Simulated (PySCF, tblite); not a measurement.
# AlH7O3SSi3, a small molecule taken as a stand-in for a surface group (silica 3-ring): infrared bands, NMR shifts, core binding energies and electronic excitations

Wanted: the infrared bands, NMR shifts, core binding energies and electronic excitations for `[AlH2][S][SiH]1O[SiH2]O[SiH2]O1`.

Programs: tblite 0.8.0 and PySCF 2.14.0. All values are calculated, for the isolated system unless a continuum is named. Atoms count from 0, parts from 1.

## (1) Starting point

15 atoms, charge 0, multiplicity 1; geometry: distance geometry start.

## (2) Relaxing the cluster with GFN2-xTB

Job settings and geometry (Å):

```
{"job": {"kind": "relax", "xc": "GFN2-xTB", "basis": "xTB"}, "charge": 0, "multiplicity": 1}
O     -0.360476     2.014463     1.524797
Si     0.655404     2.200025     0.093644
O     -0.270148     1.588515    -1.314931
Si    -1.478425     0.257334    -1.281253
O     -2.313698     0.320973     0.291897
Si    -1.553507     0.767642     1.825964
S     -0.602184    -0.959765     2.729479
Al     1.519263    -1.610054     2.317091
H      1.813527     1.393540     0.204770
H      0.998576     3.532728    -0.123502
H     -2.416579     0.494526    -2.311857
H     -0.818071    -0.949358    -1.452945
H     -2.562631     1.272821     2.696157
H      2.395940    -1.882481     3.518194
H      2.218209    -0.930690     1.127605
```

Level: GFN2-xTB geometry optimisation, gas phase.

On the command line:

```sh
> OMP_NUM_THREADS=1 python cluster_run.py task.json out
```

One launch serves the whole session: the jobs run in the order shown.

What it wrote:

```text
step      E/eV     max force
  0    -696.46295    4.485
  1    -697.38888    2.370
  2    -698.02098    1.150
  3    -698.15433    1.066
  4    -698.41004    0.856
  5    -698.44821    0.567
  6    -698.54824    0.538
  7    -698.59873    0.679
  8    -698.62409    0.427
  9    -698.63705    0.336
 10    -698.64665    0.323
 11    -698.66376    0.445
 12    -698.68217    0.440
 13    -698.69474    0.331
 14    -698.70153    0.216
 15    -698.70616    0.186
 16    -698.71016    0.163
 17    -698.71411    0.178
 18    -698.71750    0.195
 19    -698.72120    0.202
 20    -698.72632    0.226
 21    -698.73319    0.219
 22    -698.74126    0.260
 23    -698.74887    0.229
 24    -698.75483    0.174
 25    -698.76012    0.225
 26    -698.76619    0.231
 27    -698.77431    0.246
 28    -698.78511    0.334
 29    -698.79718    0.382
 30    -698.80931    0.335
 31    -698.82216    0.298
 32    -698.84155    0.534
 33    -698.86659    0.791
 34    -698.90449    0.935
 35    -698.94332    0.945
 36    -699.00181    0.858
 37    -699.03730    0.566
 38    -699.06710    0.410
 39    -699.10623    0.494
 40    -699.20692    0.811
 41    -699.26191    0.633
 42    -699.29123    0.454
 43    -699.32364    0.421
 44    -699.33185    0.862
 45    -699.36238    0.447
 46    -699.38156    0.309
 47    -699.40642    0.457
 48    -699.42369    0.528
 49    -699.44460    0.461
 50    -699.46249    0.375
 51    -699.47535    0.264
 52    -699.48410    0.224
 53    -699.49176    0.210
 54    -699.50012    0.160
 55    -699.50967    0.237
 56    -699.51749    0.177
 57    -699.52415    0.239
 58    -699.52995    0.238
 59    -699.53568    0.184
 60    -699.54267    0.202
 61    -699.54920    0.191
 62    -699.55403    0.132
 63    -699.55696    0.115
 64    -699.55892    0.115
 65    -699.56139    0.159
 66    -699.56497    0.157
 67    -699.56916    0.149
 68    -699.57266    0.118
 69    -699.57493    0.093
 70    -699.57661    0.093
 71    -699.57821    0.092
 72    -699.57980    0.102
 73    -699.58127    0.090
 74    -699.58254    0.084
 75    -699.58347    0.070
 76    -699.58411    0.060
 77    -699.58451    0.045
 78    -699.58490    0.037
 79    -699.58536    0.053
 80    -699.58608    0.067
 81    -699.58686    0.061
 82    -699.58749    0.051
 83    -699.58791    0.042
 84    -699.58825    0.047
 85    -699.58863    0.048
 86    -699.58911    0.054
 87    -699.58971    0.063
 88    -699.59043    0.060
 89    -699.59123    0.050
 90    -699.59204    0.068
 91    -699.59281    0.082
 92    -699.59362    0.078
 93    -699.59469    0.099
 94    -699.59634    0.119
 95    -699.59867    0.114
 96    -699.60105    0.086
 97    -699.60286    0.070
 98    -699.60404    0.062
 99    -699.60507    0.083
100    -699.60650    0.102
101    -699.60825    0.102
102    -699.60823    0.100
103    -699.60990    0.055
104    -699.61019    0.055
105    -699.61077    0.065
106    -699.61115    0.080
107    -699.61187    0.064
108    -699.61220    0.037
109    -699.61243    0.041
110    -699.61266    0.052
111    -699.61300    0.074
112    -699.61337    0.071
113    -699.61368    0.043
114    -699.61389    0.031
115    -699.61406    0.034
116    -699.61424    0.046
117    -699.61448    0.049
118    -699.61476    0.049
119    -699.61506    0.040
120    -699.61533    0.045
121    -699.61556    0.041
122    -699.61579    0.043
123    -699.61605    0.045
124    -699.61638    0.054
125    -699.61676    0.059
126    -699.61708    0.042
127    -699.61727    0.026
128    -699.61739    0.026
129    -699.61751    0.030
130    -699.61764    0.038
131    -699.61775    0.034
132    -699.61784    0.019
133    -699.61791    0.020
134    -699.61801    0.028
135    -699.61814    0.038
136    -699.61826    0.034
137    -699.61834    0.026
138    -699.61839    0.019
139    -699.61842    0.016
140    -699.61845    0.014
141    -699.61848    0.013
142    -699.61851    0.014
143    -699.61853    0.015
144    -699.61855    0.012
145    -699.61857    0.009
146    -699.61858    0.009
147    -699.61859    0.012
148    -699.61860    0.013
149    -699.61861    0.009
150    -699.61861    0.006
```

Wall time 5.9 s (1 thread of Arm Neoverse N1, shared host).

Along the way:

| step | energy from step 0 (eV) | largest force (eV/Å) |
| --- | --- | --- |
| 0 | 0.0000 | 4.4859 |
| 6 | -2.0853 | 0.5383 |
| 12 | -2.2192 | 0.4410 |
| 18 | -2.2545 | 0.1951 |
| 24 | -2.2919 | 0.1739 |
| 30 | -2.3464 | 0.3346 |
| 36 | -2.5389 | 0.8576 |
| 42 | -2.8283 | 0.4540 |
| 48 | -2.9607 | 0.5286 |
| 54 | -3.0372 | 0.1605 |
| 60 | -3.0797 | 0.2021 |
| 66 | -3.1020 | 0.1567 |
| 72 | -3.1168 | 0.1025 |
| 78 | -3.1219 | 0.0370 |
| 84 | -3.1253 | 0.0464 |
| 90 | -3.1291 | 0.0683 |
| 96 | -3.1381 | 0.0863 |
| 102 | -3.1453 | 0.1000 |
| 108 | -3.1493 | 0.0366 |
| 114 | -3.1509 | 0.0307 |
| 120 | -3.1524 | 0.0442 |
| 126 | -3.1541 | 0.0422 |
| 132 | -3.1549 | 0.0191 |
| 138 | -3.1554 | 0.0185 |
| 144 | -3.1556 | 0.0122 |
| 150 | -3.1557 | 0.0064 |

Distances of close pairs at the start and the end, largest changes first:

| bond | before (Å) | after (Å) | change (Å) |
| --- | --- | --- | --- |
| O0–Al7 | 4.159 | 1.934 | -2.225 |
| Si5–Al7 | 3.916 | 2.705 | -1.211 |
| Si1–O2 | 1.793 | 1.613 | -0.180 |
| O2–Si3 | 1.798 | 1.638 | -0.160 |
| O4–Si5 | 1.769 | 1.614 | -0.155 |
| Si3–O4 | 1.782 | 1.630 | -0.152 |
| O0–Si1 | 1.765 | 1.663 | -0.102 |
| Si5–S6 | 2.169 | 2.091 | -0.078 |

Bonds that formed: O0–Al7.

## (3) Infrared spectrum: GFN2-xTB

Job settings and geometry (Å):

```
{"job": {"kind": "ir", "xc": "GFN2-xTB", "basis": "xTB"}, "charge": 0, "multiplicity": 1}
O      0.542358     0.247580     0.726556
Si     0.966663     1.221247    -0.552862
O      0.007696     0.861278    -1.799025
Si    -1.355810    -0.031561    -1.958527
O     -1.785906    -0.446460    -0.442167
Si    -1.071886    -0.288388     0.996846
S     -0.705156    -2.092440     1.987742
Al     1.372011    -1.157733     1.764820
H      2.319138     0.830723    -0.890373
H      0.660876     2.572071    -0.106603
H     -2.384903     0.870877    -2.438580
H     -1.009396    -1.240999    -2.679538
H     -1.701866     0.855123     1.637916
H      1.829116    -0.351956     2.999847
H      2.317064    -1.849363     0.753947
```

Method: GFN2-xTB harmonic vibrations, gas phase.

What it wrote:

```text
mode    cm-1     km/mol
  1      46.0      0.01
  2      60.5      3.10
  3     111.8      8.04
  4     131.4      2.07
  5     171.2      4.69
  6     212.3      2.52
  7     224.2     24.83
  8     268.9     21.64
  9     290.8     43.68
 10     372.7     27.62
 11     386.1     27.86
 12     396.4     21.16
 13     437.7     54.48
 14     468.0     17.07
 15     545.5     27.52
 16     558.1      1.42
 17     571.4     27.85
 18     575.4     56.35
 19     593.4    208.43
 20     620.1     50.27
 21     633.6     21.40
 22     652.7      9.11
 23     673.6     41.99
 24     702.6    575.18
 25     735.1    388.33
 26     757.0    387.25
 27     761.9    575.59
 28     777.1     66.32
 29     795.3     60.00
 30     818.4    390.56
 31     993.3    327.61
 32    1066.1    762.61
 33    1760.1    203.63
 34    1781.4    365.70
 35    2323.7    119.59
 36    2345.6    244.72
 37    2369.4    425.00
 38    2376.7    109.96
 39    2412.6    211.14
```

It took 1.6 s on 1 thread of Arm Neoverse N1, shared host; peak memory 0.17 GiB.

The strongest bands and the atoms that carry them:

| cm⁻¹ | km/mol | atoms |
| --- | --- | --- |
| 703 | 575.2 | H12 38 %, H13 14 %, H14 13 %, Si5 13 % |
| 735 | 388.3 | H14 33 %, H13 28 % |
| 762 | 575.6 | H9 34 %, H8 25 %, H11 12 %, H10 11 % |
| 818 | 390.6 | O0 40 %, Si1 14 %, Si3 10 % |
| 1066 | 762.6 | O4 39 %, O2 37 % |
| 2369 | 425.0 | H10 53 %, H11 40 % |

## (4) Shielding tensors: PBE0/pcSseg-1

The job, as its differences from that of step 3:

```diff
@@ -1,2 +1,2 @@
-{"job": {"kind": "ir", "xc": "GFN2-xTB", "basis": "xTB"}, "charge": 0, "multiplicity": 1}
+{"job": {"kind": "nmr", "xc": "PBE0", "basis": "pcSseg-1"}, "charge": 0, "multiplicity": 1}
 O      0.542358     0.247580     0.726556
```

With the program's defaults for keys left out, this is: GIAO PBE0/pcSseg-1 NMR shielding, non-relativistic, gas phase.

What it wrote:

```text
coarse grid: 15720 points
cycle   1  E = -1738.0598593717  dE =  1.352e+00  |g| = 1.168e+00  |ddm| = 3.923e+00
cycle   2  E = -1737.7773215537  dE =  2.825e-01  |g| = 1.705e+00  |ddm| = 2.093e+00
cycle   3  E = -1738.2940760782  dE = -5.168e-01  |g| = 1.169e-01  |ddm| = 1.417e+00
cycle   4  E = -1738.2965015799  dE = -2.426e-03  |g| = 5.795e-02  |ddm| = 1.930e-01
cycle   5  E = -1738.2972238920  dE = -7.223e-04  |g| = 1.250e-02  |ddm| = 6.790e-02
cycle   6  E = -1738.2972500649  dE = -2.617e-05  |g| = 4.331e-03  |ddm| = 1.258e-02
cycle   7  E = -1738.2972532327  dE = -3.168e-06  |g| = 1.293e-03  |ddm| = 4.967e-03
final grid: 130648 points
cycle   8  E = -1738.3735444929  dE = -9.758e-06  |g| = 1.126e-02  |ddm| = 1.915e-02
cycle   9  E = -1738.3735218373  dE =  2.266e-05  |g| = 1.612e-02  |ddm| = 1.748e-02
cycle  10  E = -1738.3735647244  dE = -4.289e-05  |g| = 8.414e-04  |ddm| = 1.067e-02
cycle  11  E = -1738.3735648749  dE = -1.506e-07  |g| = 1.737e-04  |ddm| = 1.169e-03
cycle  12  E = -1738.3735648828  dE = -7.903e-09  |g| = 6.358e-05  |ddm| = 2.928e-04
cycle  13  E = -1738.3735648836  dE = -8.126e-10  |g| = 2.079e-05  |ddm| = 6.810e-05
converged SCF energy = -1738.3735648836

GIAO shielding tensors (ppm)
atom      isotropic    diamagn.    paramagn.     s11        s22        s33       span
  0 O      229.769     412.439    -182.670    177.470    234.596    277.242     99.772
  1 Si     381.336     882.230    -500.893    357.772    378.282    407.955     50.183
  2 O      250.613     403.673    -153.060    187.261    232.821    331.758    144.497
  3 Si     386.589     881.433    -494.844    368.678    372.886    418.203     49.525
  4 O      213.252     404.113    -190.861    163.210    212.224    264.321    101.111
  5 Si     362.437     882.246    -519.808    296.345    335.262    455.706    159.361
  6 S      731.394    1059.898    -328.504    629.763    681.295    883.124    253.361
  7 Al     401.911     796.005    -394.094    365.270    382.040    458.424     93.155
  8 H       26.621      30.559      -3.938     22.761     24.721     32.380      9.619
  9 H       26.484      30.368      -3.884     22.924     24.245     32.284      9.360
 10 H       26.546      28.704      -2.158     22.937     23.667     33.035     10.098
 11 H       26.342      29.921      -3.579     23.092     23.757     32.176      9.083
 12 H       25.875      30.207      -4.332     22.104     23.307     32.213     10.109
 13 H       27.110      29.606      -2.496     23.974     24.536     32.820      8.846
 14 H       27.007      30.712      -3.705     23.672     24.931     32.418      8.747
```

Wall time 63 s (1 thread of Arm Neoverse N1, shared host); peak memory 0.94 GiB.

Shifts follow as δ = σ(reference) − σ, with reference shieldings (ppm) from runs at the same level and on the same kind of geometry: ¹H TMS 31.72, ²⁹Si TMS 349.2, ¹⁷O H2O 336.1, ³³S CS2 504, ²⁷Al AlH4- 490.0. The references are single molecules in the gas phase, so shifts against H2O, NH3, PH3, H3PO4 or CFCl3 are not on the usual liquid scales and can be off by tens of ppm. Shifts against hydride references such as AlH4− lie on their own scale.

| atoms | environment | σ (ppm) | δ (ppm) |
| --- | --- | --- | --- |
| H12 |  | 25.87 | 5.84 |
| H11 | hydrogen on a silicon bonded to 2 O | 26.34 | 5.38 |
| H9 | hydrogen on a silicon bonded to 2 O | 26.48 | 5.23 |
| H10 | hydrogen on a silicon bonded to 2 O | 26.55 | 5.17 |
| H8 | hydrogen on a silicon bonded to 2 O | 26.62 | 5.10 |
| H14 |  | 27.01 | 4.71 |
| H13 |  | 27.11 | 4.61 |
| O4 | oxygen bonded to 2 Si | 213.3 | 122.8 |
| O0 | oxygen bonded to Al, 2 Si | 229.8 | 106.3 |
| O2 | oxygen bonded to 2 Si | 250.6 | 85.5 |
| Si5 |  | 362.4 | -13.3 |
| Si1 | silicon bonded to 2 O, 2 H | 381.3 | -32.2 |
| Si3 | silicon bonded to 2 O, 2 H | 386.6 | -37.4 |
| S6 | sulfur bonded to Al, Si | 731 | -228 |
| Al7 |  | 401.9 | 88.1 |

The run also stored atomic charges by several schemes (e):

| atoms | Mulliken | IAO | Hirshfeld | ESP fit |
| --- | --- | --- | --- | --- |
| O0 | -0.89 | -0.85 | -0.23 | -0.45 |
| Si1 | 1.04 | 1.21 | 0.50 | 0.75 |
| O2 | -0.74 | -0.89 | -0.31 | -0.48 |
| Si3 | 1.04 | 1.22 | 0.49 | 0.68 |
| O4 | -0.72 | -0.88 | -0.30 | -0.34 |
| Si5 | 1.01 | 1.19 | 0.43 | 0.39 |
| S6 | -0.52 | -0.50 | -0.24 | -0.38 |
| Al7 | 0.77 | 0.66 | 0.35 | 0.78 |

Mayer bond orders: O0–Si1 0.74, Si1–O2 0.99, O2–Si3 0.89, Si3–O4 0.91, O4–Si5 0.97, Si5–S6 1.25, S6–Al7 0.74, Si5–O0 0.61, O0–Al7 0.32.

Ring of atoms O0, Si1, O2, Si3, O4, Si5: NICS(0) -2.1, NICS(1) -0.2, NICS(1)zz 3.7 ppm (means of both faces).

Ring of atoms O0, Si5, S6, Al7: NICS(0) -9.8, NICS(1) -3.4, NICS(1)zz -0.6 ppm (means of both faces).

[end of part 1 of 2]
